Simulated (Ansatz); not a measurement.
# CH9AlSi3: up Jacob's ladder to CCSD(T)

An exercise on one series of results from a longer session: the logs are not shown, and one member is left open.

Method: functionals in def2-TZVPP, the program's frozen cores in correlated methods; program: Ansatz 0.2.0, Gaussian basis.

The runs, in order: PBE-D4, r2SCAN-D4, PBE0-D4, B3LYP-D4, ωB97X-V, ωB97M-V, B2PLYP; CCSD(T)/def2-TZVPP; MP2/def2-QZVPP; extrapolation to the limit.

### The relaxed structure

An earlier PBE0-D4 in a triple-zeta def2 set relaxation fixed the geometry.

SMILES `C1[SiH2][AlH][SiH2][SiH2]1`, 14 atoms, charge 0, spin multiplicity 1.

Atoms are counted from 1 here; the program's logs count them from 0.

Bond lengths: C1–Si2 1.894 Å, C1–Si5 1.886 Å, C1–H6 1.096 Å, C1–H7 1.094 Å, Si2–Al3 2.463 Å, Si2–H8 1.496 Å, Si2–H9 1.493 Å, Al3–Si4 2.452 Å, Al3–H10 1.588 Å, Si4–Si5 2.348 Å, Si4–H11 1.489 Å, Si4–H12 1.496 Å, Si5–H13 1.493 Å, Si5–H14 1.491 Å. Angles: Si2–C1–Si5 112.1°, Si2–C1–H6 108.3°, Si2–C1–H7 110.7°, Si5–C1–H6 108.1°, Si5–C1–H7 110.4°, H6–C1–H7 107.1°, C1–Si2–Al3 103.8°, C1–Si2–H8 108.3°, C1–Si2–H9 110.8°, Al3–Si2–H8 109.4°, Al3–Si2–H9 117.6°, H8–Si2–H9 106.6°, Si2–Al3–Si4 99.6°, Si2–Al3–H10 129.9°, Si4–Al3–H10 130.4°, Al3–Si4–Si5 95.1°, Al3–Si4–H11 120.2°, Al3–Si4–H12 110.1° and more.

Set-up of the first run:

File in.yaml:

```yaml
crystal:
  periodic: [false, false, false]
  atoms:
    - {symbol: C, position_ang: [-1.263094, 0.691595, 0.488087]}
    - {symbol: Si, position_ang: [0.261900, 0.905521, 1.591403]}
    - {symbol: Al, position_ang: [1.815430, -0.828946, 0.789887]}
    - {symbol: Si, position_ang: [0.630085, -1.531585, -1.238140]}
    - {symbol: Si, position_ang: [-0.796653, 0.332366, -1.303885]}
    - {symbol: H, position_ang: [-1.844218, -0.158058, 0.864684]}
    - {symbol: H, position_ang: [-1.908179, 1.573419, 0.544707]}
    - {symbol: H, position_ang: [0.847531, 2.256492, 1.328363]}
    - {symbol: H, position_ang: [-0.120583, 0.879338, 3.033923]}
    - {symbol: H, position_ang: [3.209933, -1.302277, 1.384153]}
    - {symbol: H, position_ang: [1.381320, -1.764237, -2.502928]}
    - {symbol: H, position_ang: [-0.200566, -2.742736, -0.953546]}
    - {symbol: H, position_ang: [-0.018263, 1.488649, -1.840149]}
    - {symbol: H, position_ang: [-2.007739, 0.171360, -2.157760]}
basis:
  gaussian: {orbitals: def2-TZVPP}
hamiltonian: {xc: pbe, dispersion: d4}
output: {forces: true, orbitals: {seedname: orbitals}}
```

The run is started by

```console
ansatz run in.yaml --threads 4 --pin off --events-out ev --progress --plain --max-ram 10444MiB
```

Among the steps run: PBE-D4 (GGA); r2SCAN-D4 (meta-GGA); PBE0-D4 (hybrid); B3LYP-D4 (hybrid); ωB97X-V (range-separated); ωB97M-V (range-separated); B2PLYP (double hybrid); CCSD(T) in def2-TZVPP; MP2 in def2-QZVPP.

One of the session's tables, all rows but one given; the rest of the session is left out.

| method | atomisation energy (eV) |
| --- | --- |
| PBE-D4 | 44.719 |
| r2SCAN-D4 | ? |
| PBE0-D4 | 44.684 |
| B3LYP-D4 | 44.715 |
| ωB97X-V | 45.346 |
| ωB97M-V | 44.844 |
| B2PLYP | 44.018 |
| HF/def2-TZVPP | 34.042 |
| MP2/def2-TZVPP | 43.571 |
| CCSD/def2-TZVPP | 43.295 |
| CCSD(T)/def2-TZVPP | 43.795 |
| MP2/CBS | 44.709 |
| CCSD(T)/CBS | 44.934 |

**Question.** Estimate the row for r2SCAN-D4.

As computed: atomisation energy (eV): 45.033. In the column «atomisation energy (eV)» it lies between CCSD(T)/CBS (44.934) and ωB97X-V (45.346).

Limits of these values: Free atoms (1 C, 3 Si, 1 Al, 9 H) were run apart at each level; the atomisation energy is their sum less the molecule, without zero-point or spin-orbit terms.
